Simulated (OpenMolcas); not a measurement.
# Mn⁴⁺ among point charges: CASSCF and CASPT2 levels and susceptibility

Aim: the splitting of the states of Mn⁴⁺ in the field of 8 point charges, its lowest levels with spin-orbit coupling and its magnetic susceptibility.

The numbers are computed with OpenMolcas 26.06 (state-averaged CASSCF and CASPT2, spin-orbit coupling by RASSI with atomic mean-field integrals), except any that are marked as measured or tabulated.

**1. The atom as given**

| Item | Value |
| --- | --- |
| Species | Mn⁴⁺ (manganese, Z = 25, 21 electrons) |
| Basis | ANO-RCC-VDZP [5s4p2d1f], 34 functions |
| Scalar Hamiltonian | DKH2, point nucleus |
| Inactive shells | 1s 2s 2p 3s 3p |
| Active space | 3 electrons in 5 orbitals (3d) |
| Some configurations of this space | 3d³ |
| Orbitals | optimised for each spin and parity, averaged over all roots |

Outer shells as boxes (Hund's rule):

3d3
```
3d [↑ ][↑ ][↑ ][  ][  ]
```

The ion sits among 8 point charges of -1.6 e arranged as a cube (Oh), 2.37 Å from the ion.

The work runs as a chain of OpenMolcas steps in one folder; each step below is one input file. Labels, J, g values, rates, χT and fits are worked out afterwards by a script from the matrices that RASSI stores. The input lists half of the charges; inversion (Group=XYZ) makes the rest.

**2. One- and two-electron integrals**

a.inp reads:

```
&GATEWAY
Coord
1

Mn 0.0 0.0 0.0
Basis=ANO-RCC-VDZP
Group=XYZ
NoMove
AngMom=0.0 0.0 0.0
AMFI
XField
4 Angstrom 0
1.368320 1.368320 1.368320 -1.600000
1.368320 1.368320 -1.368320 -1.600000
1.368320 -1.368320 1.368320 -1.600000
1.368320 -1.368320 -1.368320 -1.600000
&SEWARD
```

**3. Reference wave functions, quartets of even parity, 10 roots**

a.inp reads:

```
&RASSCF
FileOrb=start.orb
Symmetry=1
Spin=4
nActEl=3 0 0
Inactive=3 6
Ras2=5 0
CIRoot=10 10 1
SDav=10
CIMx=300
Iter=120 100
PrWF=0.3
OrbListing=Nothing
MaxOrb=0
>>> COPY $Project.JobIph JOB001
```

start.orb holds the contracted functions of the basis, ordered by shell, or the orbitals of the step before.

**4. Reference wave functions, doublets of even parity, 40 roots**

a.inp reads:

```
&RASSCF
FileOrb=start.orb
Symmetry=1
Spin=2
nActEl=3 0 0
Inactive=3 6
Ras2=5 0
CIRoot=40 40 1
SDav=40
CIMx=300
Iter=120 100
PrWF=0.3
OrbListing=Nothing
MaxOrb=0
>>> COPY $Project.JobIph JOB002
```

**5. RASSI: spin-orbit coupling between the states**

a.inp reads:

```
&RASSI
NrOfJobIphs=2 10 40
1 2 3 4 5 6 7 8 9 10
1 2 3 4 5 6 7 8 9 10 11 12 13 14 15 16 17 18 19 20 21 22 23 24 25 26 27
28 29 30 31 32 33 34 35 36 37 38 39 40
IphNames
JOB001
JOB002
EJob
SpinOrbit
DIPRint=1.0
SOCoupling=1000.0
Subsets=2
Property=9
'ANGMOM' 1 'ANGMOM' 2 'ANGMOM' 3 'MLTPL  1' 1 'MLTPL  1' 2 'MLTPL  1' 3
'AMFI' 1 'AMFI' 2 'AMFI' 3
SOProperty=3
'ANGMOM' 1 'ANGMOM' 2 'ANGMOM' 3
```

**6. CASPT2: IPEA 0.25, imaginary shift 0.1 (closed shells correlated: 3s 3p)**

a.inp reads:

```
>>> COPY JOB001 $Project.JobIph
&CASPT2
Multistate=10 1 2 3 4 5 6 7 8 9 10
NoMult
Frozen=2 3
IPEA=0.25
Imaginary=0.1
MaxIter=60
WThr=0.0 0.3 0.05
PrWF=0.5
NoMix
>>> COPY JOB002 $Project.JobIph
&CASPT2
Multistate=40 1 2 3 4 5 6 7 8 9 10 11 12 13 14 15 16 17 18 19 20 21 22
23 24 25 26 27 28 29 30 31 32 33 34 35 36 37 38 39 40
NoMult
Frozen=2 3
IPEA=0.25
Imaginary=0.1
MaxIter=60
WThr=0.0 0.3 0.05
PrWF=0.5
NoMix
```

(Steps that only read results are left out.)

Q: Predict the outcome of this session. Wanted: spin-free ground state; first state of the same spin within the active space; lowest level; next level.

**Answer**, as computed:

| quantity | value |
| --- | --- |
| method | SS-CASPT2, IPEA 0.25, imaginary shift 0.1 (closed shells correlated: 3s 3p) |
| spin-free ground state | 4T1, 3-fold in its orbital part |
| first state of the same spin within the active space | 4T2 at 574 cm⁻¹ |
| lowest level | 4-fold Γ8 |
| next level | 237.4 cm⁻¹ |
| χT at 300 K | 0.69 cm³ K/mol |
| effective moment at 300 K | 2.35 μB |

Cost by method:

```tsv
method	time of its own steps	time with the reference
A. CASSCF	11 s	11 s
B. SS-CASPT2, IPEA 0.25, imaginary shift 0.1, +3s 3p	2.7 s	13 s
```

Times are of one thread on a shared host.

**Reading.** The spin-free ground state (4T1) comes to 100 % from free-ion F terms and keeps the highest spin of the shell. χT at 300 K is 0.69, against 1.88 cm³ K/mol for the spin alone, so spin-orbit coupling lowers it. A ligand-field fit to the states below 45000 cm-1 gives 10Dq = -1016 cm-1, B = 1176 cm-1 and C = 4639 cm-1 (C/B = 3.95), with a deviation of 577 cm-1. CASPT2 does not keep the components of a term degenerate, and the means are used. The field of point charges can differ much from that of real complexes. Point charges carry no covalency, so the field is a model and not that of real ligands.
